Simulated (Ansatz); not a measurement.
# (F3Sn)2NH (F₆HNSn₂): geometry, orbitals and charge

What does (F3Sn)2NH (F₆HNSn₂) look like as a singlet, and where do its frontier electrons sit?

Method: RKS PBE0-D4/def2-TZVP; program: Ansatz 0.2.0, Gaussian basis.

The runs, in order: relaxation at PBE0-D4/def2-SVP; a single point at PBE0-D4/def2-TZVP; harmonic vibrations at PBE0-D4/def2-SVP.

2 further runs of the same task are left out: 2 set aside as unsound or not needed. Runs told in other sessions of the task aren't counted.

## 1. Where the work starts

10 atoms, charge 0, spin multiplicity 1.

Atoms are counted from 1 here; the program's logs count them from 0.

Bond lengths: Sn1–F2 1.895 Å, Sn1–F3 1.904 Å, Sn1–F4 1.912 Å, Sn1–N5 2.024 Å, N5–Sn6 2.021 Å, N5–H10 1.020 Å, Sn6–F7 1.914 Å, Sn6–F8 1.893 Å, Sn6–F9 1.906 Å. Angles: F2–Sn1–F3 109.0°, F2–Sn1–F4 106.3°, F2–Sn1–N5 112.5°, F3–Sn1–F4 106.4°, F3–Sn1–N5 105.4°, F4–Sn1–N5 116.8°, Sn1–N5–Sn6 120.6°, Sn1–N5–H10 109.1°, Sn6–N5–H10 108.9°, N5–Sn6–F7 106.8°, N5–Sn6–F8 110.6°, N5–Sn6–F9 117.6°, F7–Sn6–F8 108.9°, F7–Sn6–F9 108.5°, F8–Sn6–F9 104.2°.

Sn takes a core potential in the def2 sets. No spin-orbit coupling is included.

The start is a GFN2-xTB geometry.

## 2. Relaxation at PBE0-D4/def2-SVP

File in.yaml:

```yaml
crystal:
  periodic: [false, false, false]
  atoms:
    - {symbol: Sn, position_ang: [0.986800, 1.094110, 0.962660]}
    - {symbol: F, position_ang: [2.704890, 0.427610, 0.521770]}
    - {symbol: F, position_ang: [1.064280, 2.993960, 1.058620]}
    - {symbol: F, position_ang: [0.609580, 0.478090, 2.733310]}
    - {symbol: N, position_ang: [-0.392510, 0.684950, -0.460420]}
    - {symbol: Sn, position_ang: [-0.797890, -1.225150, -0.983100]}
    - {symbol: F, position_ang: [-2.702160, -1.413940, -0.959720]}
    - {symbol: F, position_ang: [-0.167460, -1.584970, -2.731100]}
    - {symbol: F, position_ang: [-0.039400, -2.610930, 0.082420]}
    - {symbol: H, position_ang: [-1.266140, 1.156270, -0.224430]}
basis:
  gaussian: {orbitals: def2-SVP}
hamiltonian: {xc: pbe0, dispersion: d4}
scf: {lower_state_search: "off"}
output: {orbitals: {seedname: orbitals}}
relax: {f_tol: 0.02, max_steps: 100}
```

Run with:

```bash
$ ansatz run in.yaml --threads 4 --pin off --events-out ev --progress --plain --max-ram 4787MiB
```

The runs that follow: Single point, PBE0-D4/def2-TZVP; Harmonic vibrations.

Q: Predict the results of all the runs planned. Wanted: point group; commonest bond, hydrogen aside; HOMO, LUMO at PBE0-D4/def2-TZVP; dipole at PBE0-D4/def2-SVP; lowest, highest wavenumber.

**Answer**, as computed:

```
                       quantity                           value
                    point group                              C1
 commonest bond, hydrogen aside  F–Sn, 6 of mean length 1.919 Å
HOMO, LUMO at PBE0-D4/def2-TZVP                 -9.69, -4.05 eV
     dipole at PBE0-D4/def2-SVP                          4.17 D
     lowest, highest wavenumber                   12, 3654 cm⁻¹
```

In words: The molecule keeps its bonding pattern by the stored test; the atoms moved 0.57 Å (rms), and the angle N5–Sn6–F9 went from 118° to 85°. All wavenumbers are real: a minimum at this level. The HOMO lies nearest to N5 78 %; H10 9 % and the LUMO to Sn6 32 %; F7, F8 about 14 % each. The point group is read from a loosely relaxed geometry; soft torsions can leave it below the true symmetry.
